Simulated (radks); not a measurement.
**Ionisation energy and size from Sc to Zn**

An exercise on one series of results from a longer session: the logs are not shown, and one member is left open.

Program: radks (a radial shooting solver on a logarithmic mesh, Libxc functionals) version 1. Level of theory: scalar-relativistic Kohn-Sham, PBE, spin-polarised, spherical densities, finite nucleus; open shells are filled with parallel spins first. These are calculated values, not measurements, unless marked.

## The atom as given

| Quantity | Value |
| --- | --- |
| species | Sc, Ti, V, Cr, Mn, Fe, Co, Ni, Cu, Zn |
| runs | 20, each species and its next ion |

The first run:

Settings of this run:

```text
Z 21
configuration [Ar] 3d1 4s2
relativity scalar-relativistic
functional pbe,pbe
spin polarised
nucleus finite rms 3.5459 fm
c 137.035999084
```

Among the steps run: Sc, [Ar] 3d1 4s2; Sc⁺, [Ar] 3d1 4s1; Ti, [Ar] 3d2 4s2; Ti⁺, [Ar] 3d2 4s1; V, [Ar] 3d3 4s2; V⁺, [Ar] 3d4; Cr, [Ar] 3d5 4s1; Cr⁺, [Ar] 3d5; Mn, [Ar] 3d5 4s2; Mn⁺, [Ar] 3d5 4s1; Fe, [Ar] 3d6 4s2; Fe⁺, [Ar] 3d6 4s1; Co, [Ar] 3d7 4s2; Co⁺, [Ar] 3d8; Ni, [Ar] 3d8 4s2; Ni⁺, [Ar] 3d9; Cu, [Ar] 3d10 4s1; Cu⁺, [Ar] 3d10; Zn, [Ar] 3d10 4s2; Zn⁺, [Ar] 3d10 4s1.

One of the session's tables, all rows but one given; the rest of the session is left out.

```
species  Δ-SCF (eV)  −ε(HOMO) (eV)  its <r> (bohr)
     Sc       6.461          3.512            3.77
     Ti       6.705          4.174            3.61
      V       5.966          4.283            3.48
     Cr       7.396          3.723            3.32
     Mn       7.236          4.464            3.28
     Fe       7.836          4.851            3.11
     Co       7.733          5.175            2.97
     Ni           ?              ?               ?
     Cu       8.382          4.894            2.91
     Zn       9.596          5.979            2.65
```

**Question.** Estimate the row for Ni.

**Answer.** Δ-SCF (eV): 7.076; −ε(HOMO) (eV): 5.462; its <r> (bohr): 2.85. In the column «Δ-SCF (eV)» it lies between Ti (6.705) and Mn (7.236).

For Sc, Cr, Cu the highest level isn't the widest one, so −ε(HOMO) and <r> belong to different orbitals, and Δ-SCF follows the ion's typed configuration. Open shells are spherical and high-spin; term and fine-structure splittings are not resolved.
